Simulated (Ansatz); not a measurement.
**HfClO+ (quintet): the correlation ladder, def2-SVP**

One table from this session's results is given with a row withheld; the runs are named, their logs left out.

Computed with Ansatz 0.2.0, Gaussian basis. Level: def2-SVP, core rule «outside noble gas», up to 10 orbitals frozen.

To be run: UHF; CCSD(T) on ROHF; CCSD(T) on UHF; CISD; CCSDT(Q) on ROHF; CCSDT(Q) on UHF.

12 further runs of the same task are left out: 7 for a known fault of the program, 5 set aside as unsound or not needed.

### The system

The geometry is a PBE0/def2-TZVP stationary point (not a proven minimum) of the parent state, kept for this charge and spin. No spin-orbit coupling is included. Elements past krypton take def2 core potentials.

3 atoms, charge 1, spin multiplicity 5.

Atoms are counted from 1 here; the program's logs count them from 0.

Bond lengths: Hf1–O2 2.702 Å, Hf1–Cl3 2.352 Å. Angles: O2–Hf1–Cl3 180.0°.

Set-up of the first run:

in.yaml

```yaml
crystal:
  periodic: [false, false, false]
  atoms:
    - {symbol: Hf, position_ang: [0.000000, 0.000000, 0.116600]}
    - {symbol: O, position_ang: [0.000000, 0.000000, -2.584900]}
    - {symbol: Cl, position_ang: [0.000000, 0.000000, 2.468300]}
basis:
  gaussian: {orbitals: def2-SVP}
total_charge: 1
magnetization: {spin_polarized: true, initial_magnetization: 4}
hamiltonian: {xc: hf}
output: {orbitals: {seedname: orbitals}}
```

The run is started by

```bash
$ ansatz run in.yaml --threads 1 --pin off --events-out ev --progress --plain --max-ram 4096MiB --backend cpu
```

Among the steps run: UHF; CCSD(T) on ROHF; CCSD(T) on UHF; CISD; CCSDT(Q) on ROHF; CCSDT(Q) on UHF.

One of the session's tables, all rows but one given; the rest of the session is left out.

It belongs to the step «Misses and costs». 

| method | from RCCSDT(Q) (kcal/mol) |
| --- | --- |
| ROHF | +195.97 |
| UHF | +190.39 |
| RMP2 | +24.50 |
| UMP2 | +22.57 |
| RCCSD | +5.32 |
| UCCSD | +3.70 |
| RCCSD(T) | +0.76 |
| UCCSD(T) | -0.82 |
| RCCSDT | ? |
| UCCSDT | -1.35 |
| RCCSDT(Q) | 0 |
| UCCSDT(Q) | -1.73 |

Estimate the missing values for RCCSDT.

As computed: from RCCSDT(Q) (kcal/mol): +0.23. In the column «from RCCSDT(Q) (kcal/mol)» it lies between RCCSDT(Q) (0) and RCCSD(T) (+0.76).

Not comparable, so not listed: CISD (they don't share determinant, frozen orbitals or solution with the rows shown, or repeat one).

Limits of these values: Restricted and unrestricted rows rest on different reference determinants; where their highest levels disagree by more than a few hundredths of an eV, they describe different states and don't form one ladder.
